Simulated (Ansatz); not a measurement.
**RPA@PBE0/6-31G(d) (spherical functions) run of GaSiH7O (SMILES [SiH3][OH+][GaH3-])**

What is the energy change on altering one bond length of GaSiH7O at RPA@PBE0/6-31G* (spherical functions)? 

Program for the calculation: Ansatz 0.2.0.

67 further runs of the same task are left out: 1 that didn't finish, 66 set aside as unsound or not needed.

## Step 1: The molecule

GaSiH7O: 10 atoms, total charge 0, spin state singlet. As SMILES, `[SiH3][OH+][GaH3-]`. The shape is that of a PBE0-D4/def2-TZVP optimisation.

Bond lengths: Si1–O2 1.685 Å, O2–Ga3 2.176 Å, Si1–H4 1.485 Å, Si1–H5 1.480 Å, Si1–H6 1.475 Å, O2–H7 0.960 Å, Ga3–H8 1.571 Å, Ga3–H9 1.583 Å, Ga3–H10 1.578 Å. Some angles: Si1–O2–Ga3 118.1°, Si1–O2–H7 117.7°, Ga3–O2–H7 112.1°, O2–Si1–H4 106.7°, O2–Si1–H5 110.5°, O2–Si1–H6 105.9°, O2–Ga3–H8 100.1°, O2–Ga3–H9 92.2°, O2–Ga3–H10 95.6°, H4–Si1–H5 110.0°.

## Step 2: The energy at RPA@PBE0/6-31G(d) (spherical functions)

The input, input.yaml:

```yaml
basis:
  gaussian: {orbitals: 6-31G_st_-spherical.json}
crystal:
  periodic: [false, false, false]
  atoms:
    - {symbol: Si, position_ang: [-0.484700, 0.680100, -1.289300]}
    - {symbol: O, position_ang: [-0.772200, -0.233700, 0.097500]}
    - {symbol: Ga, position_ang: [0.882100, -0.551000, 1.475200]}
    - {symbol: H, position_ang: [-1.767100, 0.740000, -2.035000]}
    - {symbol: H, position_ang: [0.556000, 0.040700, -2.124900]}
    - {symbol: H, position_ang: [-0.069600, 2.013200, -0.814500]}
    - {symbol: H, position_ang: [-1.323900, -1.014800, 0.010100]}
    - {symbol: H, position_ang: [0.306600, 0.146600, 2.760300]}
    - {symbol: H, position_ang: [1.885600, 0.253500, 0.552600]}
    - {symbol: H, position_ang: [0.870300, -2.125600, 1.370900]}
hamiltonian: {xc: pbe0}
correlation: {method: rpa, frozen_orbitals: {Ga: 9, H: 0, O: 1, Si: 5}}
accuracy: high
```

The basis set 6-31G* is read from a file made from the Basis Set Exchange's data (not shown).

Launch:

```
$ ansatz run input.yaml --threads 1 --pin off --max-ram 3480MiB --events-out events.jsonl --progress --plain --runs-dir runs
```

Log:

```text
Warning: RAYON_NUM_THREADS=1 ignored (pool sized by the plan → 1); use --threads N
Functional definition: PBE0
  name "PBE0"
  parameter a = 0.25
  parameter kappa = 0.804
  parameter beta = 0.06672455060314922
  exchange = (1 - a)*pbe_x(kappa = kappa, mu = beta*pi^2/3) + a*exact_x
  correlation = pbe_c(beta = beta)
1782 factors; integrals over basis functions are off by at most 4.7e-9 eV
mean field evaluation 1: about -62392.7665 eV, gradient 4.3e1 eV
mean field evaluation 2: about -62392.9536 eV, gradient 4.3e1 eV
mean field evaluation 4: about -62395.9116 eV, gradient 4.4e0 eV
mean field evaluation 8: about -62395.9596 eV, gradient 3.6e-1 eV
mean field evaluation 16: about -62395.9598 eV, gradient 7.0e-6 eV
mean field -62395.95981921 eV, -2293.0092298554 hartree, gradient 3.2e-8 eV, S^2 0.000000; 0 other end points of the search recorded, 0 dependent functions left out
15 core orbitals not correlated: weight in the atoms' cores, before any rotation towards them, 1.000 or more for the frozen orbitals, at most 0.000 for the correlated occupied ones
reference -62335.65764816 eV, -2290.7931659435 hartree; 15, 15 occupied and 48, 48 virtual orbitals, 1782 factors
Total energy: -62355.10253967 eV, -2291.5077525264 hartree
```

Run time: 16 s. Hardware: 1 thread of Arm Neoverse V1, shared host; peak memory 0.28 GiB.

## Step 3: The distorted shape at the same level

The input, job.yaml:

```yaml
crystal:
  periodic: [false, false, false]
  atoms:
    - {symbol: Si, position_ang: [-0.816792, -0.386419, -1.669154]}
    - {symbol: O, position_ang: [-1.104292, -1.300219, -0.282354]}
    - {symbol: Ga, position_ang: [0.550008, -1.617519, 1.095346]}
    - {symbol: H, position_ang: [-2.099192, -0.326519, -2.414854]}
    - {symbol: H, position_ang: [0.223908, -1.025819, -2.504754]}
    - {symbol: H, position_ang: [-0.069600, 2.013200, -0.814500]}
    - {symbol: H, position_ang: [-1.655992, -2.081319, -0.369754]}
    - {symbol: H, position_ang: [-0.025492, -0.919919, 2.380446]}
    - {symbol: H, position_ang: [1.553508, -0.813019, 0.172746]}
    - {symbol: H, position_ang: [0.538208, -3.192119, 0.991046]}
basis:
  gaussian:
    orbitals: 6-31G_st_-spherical.json
correlation:
  method: rpa
  frozen_orbitals: {Ga: 9, H: 0, O: 1, Si: 5}
accuracy: high
hamiltonian:
  xc: {name: PBE0}
```

The basis set 6-31G* is read from a file made from the Basis Set Exchange's data (not shown).

Launch:

```
$ ansatz run job.yaml --threads 1 --pin off --max-ram 3480MiB --events-out events.jsonl --progress --plain --runs-dir runs
```

Log:

```text
Warning: RAYON_NUM_THREADS=1 ignored (pool sized by the plan → 1); use --threads N
[... 7 set-up lines as earlier in the session ...]
1781 factors; integrals over basis functions are off by at most 4.7e-9 eV
mean field evaluation 1: about -62389.2696 eV, gradient 4.3e1 eV
mean field evaluation 2: about -62389.4286 eV, gradient 4.3e1 eV
mean field evaluation 4: about -62392.4115 eV, gradient 5.2e0 eV
mean field evaluation 8: about -62392.4841 eV, gradient 6.8e-1 eV
mean field evaluation 16: about -62392.4868 eV, gradient 3.4e-5 eV
mean field -62392.48677845 eV, -2292.8815979614 hartree, gradient 4.8e-8 eV, S^2 0.000000; 0 other end points of the search recorded, 0 dependent functions left out; unrestricted orbitals would lower it
mean field evaluation 32: about -62333.2117 eV, gradient 7.6e-3 eV
unrestricted determinant -62333.21173459 eV, -2290.7032802778 hartree, S^2 0.7628
15 core orbitals not correlated: weight in the atoms' cores, before any rotation towards them, 1.000 or more for the frozen orbitals, at most 0.000 for the correlated occupied ones
reference -62331.53200232 eV, -2290.6415512554 hartree; 15, 15 occupied and 48, 48 virtual orbitals, 1781 factors
Total energy: -62351.78239239 eV, -2291.3857393644 hartree
```

It took 18 s on 1 thread of Arm Neoverse V1, shared host; peak memory 0.32 GiB.

## Step 4: Results

At RPA@PBE0/6-31G* (spherical functions), 15 core orbitals frozen:

```
                                                          quantity           value
                                         first shape: total energy  -2291.50775 Eh
                     first shape: RPA correlation energy (valence)      -714.6 mEh
                                     distorted shape: total energy  -2291.38574 Eh
                 distorted shape: RPA correlation energy (valence)      -744.2 mEh
energy change with the Si1–H6 bond stretched from 1.475 to 2.655 Å        3.320 eV
```

In words: With the Si1–H6 bond stretched from 1.475 to 2.655 Å the energy rises by 3.32 eV (77 kcal/mol). The first shape isn't relaxed at this level, so the change isn't measured from a minimum. The restricted solution (distorted shape) is unstable to spin breaking: an unrestricted one lies lower.
